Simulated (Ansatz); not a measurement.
# ClFH2OSn, SMILES [OH][SnH]([F])[Cl]: vertical energies of changing the electron count

Program: Ansatz 0.2.0 through its Python package.

The cells in order, each with its output:

```python
import ansatz as az
```

```python
def energy_of(molecule, charge=0, unpaired=0):
    calc = (
        molecule.calculation()
        .basis(gaussian="def2-SVPD")
        .functional("b3lyp")
    )
    if charge:
        calc = calc.charge(charge)
    if unpaired:
        calc = calc.spin("collinear", total=unpaired)
    report = calc.run(threads=1).report
    if report["published_state_doubts"]:
        print("  doubts:", report["published_state_doubts"])
    return report["free_energy_ev"]
```

```python
GEOMETRY = """
O     0.36270    0.92810   -1.25080
Sn    0.15600   -0.27430    0.27000
F     1.53800   -1.60160    0.15540
Cl   -1.86300   -1.33070    0.19950
H    -0.46040    1.57270   -1.18560
H     0.30880    0.64180    1.76530
"""
```

```python
molecule = az.Crystal.molecule()
for line in GEOMETRY.strip().splitlines():
    symbol, *xyz = line.split()
    molecule = molecule.atom(symbol, [float(v) for v in xyz])
```

```python
# total-energy differences at one geometry
parent = energy_of(molecule, 0, 0)
cation = energy_of(molecule, 1, 1)
print(f"E(N)   = {parent:.5f} eV")
print(f"E(N-1) = {cation:.5f} eV  (1 unpaired)")
print(f"vertical ionisation energy {cation - parent:.3f} eV")
anion = energy_of(molecule, -1, 1)
print(f"E(N+1) = {anion:.5f} eV  (1 unpaired)")
print(f"vertical electron affinity {parent - anion:.3f} eV" + ("" if anion < parent else " (unbound in this basis)"))
print(f"fundamental gap IP - EA = {cation + anion - 2 * parent:.3f} eV")
```

    E(N)   = -23147.60201 eV
    E(N-1) = -23136.09691 eV  (1 unpaired)
    vertical ionisation energy 11.505 eV
    E(N+1) = -23148.07329 eV  (1 unpaired)
    vertical electron affinity 0.471 eV
    fundamental gap IP - EA = 11.034 eV

At this unrelaxed geometry removing an electron costs 11.51 eV and adding one releases 0.47 eV.

Reading the output:
- Total energies depend on the basis set; only differences at equal settings carry meaning.
- The geometry is a force-field or estimated start, not a minimum of this method, and the basis set is short of its limit. All parts are taken at fixed geometry, without zero-point energy. At an unrelaxed start these energies can be a whole eV from those at the minimum, and a small affinity can change sign.
- def2 sets replace the cores of elements past krypton by effective core potentials.
- b3lyp holds the VWN-RPA fit, as in Gaussian; the form of ORCA and Turbomole is b3lyp5.
- Timing: 50 s on 1 thread of Arm Neoverse V1, on a shared host, peak memory 0.46 GiB.
